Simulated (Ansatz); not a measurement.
**GaHOF+ (triplet): from Hartree-Fock to the top rungs, cc-pVTZ**

The task here is to estimate one member of a computed series from the others.

Method: cc-pVTZ, core rule «outside noble gas», up to 16 orbitals frozen; program: Ansatz 0.2.0, Gaussian basis.

To be run: UHF; CCSD(T) on ROHF; CCSD(T) on UHF; BCCD(T) on ROHF; CCSDT(Q) on ROHF; CCSDT(Q) on UHF.

6 further runs of the same task are left out: 1 for a known fault of the program, 5 set aside as unsound or not needed. Runs told in other sessions of the task aren't counted.

### The system

The geometry is a PBE0/def2-TZVP stationary point (not a proven minimum) of the parent state, kept for this charge and spin. No spin-orbit coupling is included. The filled d shell of Ga may be among the frozen orbitals whatever the setting's name suggests.

4 atoms, charge 1, spin multiplicity 3.

Atoms are counted from 1 here; the program's logs count them from 0.

Bond lengths: F1–Ga2 1.760 Å, Ga2–O3 1.795 Å, O3–H4 0.961 Å. Angles: F1–Ga2–O3 114.8°, Ga2–O3–H4 113.8°.

Set-up of the first run:

in.yaml

```yaml
crystal:
  periodic: [false, false, false]
  atoms:
    - {symbol: F, position_ang: [0.000000, -0.613878, 1.472476]}
    - {symbol: Ga, position_ang: [0.000000, 0.320760, -0.018355]}
    - {symbol: O, position_ang: [0.000000, -0.660347, -1.521903]}
    - {symbol: H, position_ang: [0.000000, -0.135382, -2.326935]}
basis:
  gaussian: {orbitals: cc-pVTZ}
total_charge: 1
magnetization: {spin_polarized: true, initial_magnetization: 2}
hamiltonian: {xc: hf}
output: {orbitals: {seedname: orbitals}}
```

On the command line:

```bash
$ ansatz run in.yaml --threads 1 --pin off --events-out ev --progress --plain --max-ram 4096MiB --backend cpu
```

Steps of the session up to this table: UHF; CCSD(T) on ROHF; CCSD(T) on UHF; BCCD(T) on ROHF; CCSDT(Q) on ROHF; CCSDT(Q) on UHF.

One table of the session follows, with a row left open; its other results are not shown here.

| method | from UCCSDT(Q) (kJ/mol) |
| --- | --- |
| ROHF | +1378.5 |
| UHF | +1360.9 |
| RMP2 | +75.6 |
| UMP2 | +75.4 |
| RCCSD | +45.2 |
| UCCSD | +43.8 |
| RCCSD(T) | ? |
| UCCSD(T) | +3.7 |
| BCCD(T) | +4.4 |
| RCCSDT | +3.0 |
| UCCSDT | +1.9 |
| RCCSDT(Q) | +1.9 |
| UCCSDT(Q) | 0 |

**Question.** Estimate the row for RCCSD(T).

As computed: from UCCSDT(Q) (kJ/mol): +4.8. In the column «from UCCSDT(Q) (kJ/mol)» it lies between BCCD(T) (+4.4) and UCCSD (+43.8).

To keep in mind: Restricted and unrestricted rows rest on different reference determinants; a gap between their highest levels can come from leftover correlation error, from unlike frozen cores or from another state.
